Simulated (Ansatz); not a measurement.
The system is MgTl.

```
Tl Mg
1.0
     3.62800    0.00000    0.00000
     0.00000    3.62800    0.00000
     0.00000    0.00000    3.62800
Tl Mg
1 1
Cartesian
  1.8140 1.8140 1.8140
  0.0000 0.0000 0.0000
```

- Program: Ansatz 0.2.0
- Task: relaxation of cell and atoms
- Functional: PBE
- Potentials or basis: Ansatz PAW
- Cutoff: 420 eV (not typed: the program's choice for these potentials)
- k mesh: 7 × 7 × 7
- Occupations: fermi-dirac, width 0.05 eV
- Spin: no spin polarisation

At the start: volume 23.88 Å³/atom.

How do energy, volume and symmetry change on relaxing?

It ends after 4 steps and the volume is 24.66 Å³/atom (+3.3 %); space group Pm-3m (No. 221, to 0.05 Å).

Step by step:
```csv
step,energy change (eV),largest force (eV/Å),volume (Å³)
1,0.0000,0.0000,47.75
2,-0.0058,0.0000,49.17
3,-0.0059,0.0000,49.32
4,-0.0062,0.0000,49.32
```

Final structure:
```
Tl Mg
1.0
     3.66732    0.00000    0.00000
     0.00000    3.66732    0.00000
     0.00000    0.00000    3.66732
Tl Mg
1 1
Cartesian
  1.8337 1.8337 1.8337
  0.0000 0.0000 0.0000
```

Caveat: the plane-wave basis is chosen anew once the cell has moved, so the energies of steps on either side of that aren't comparable.
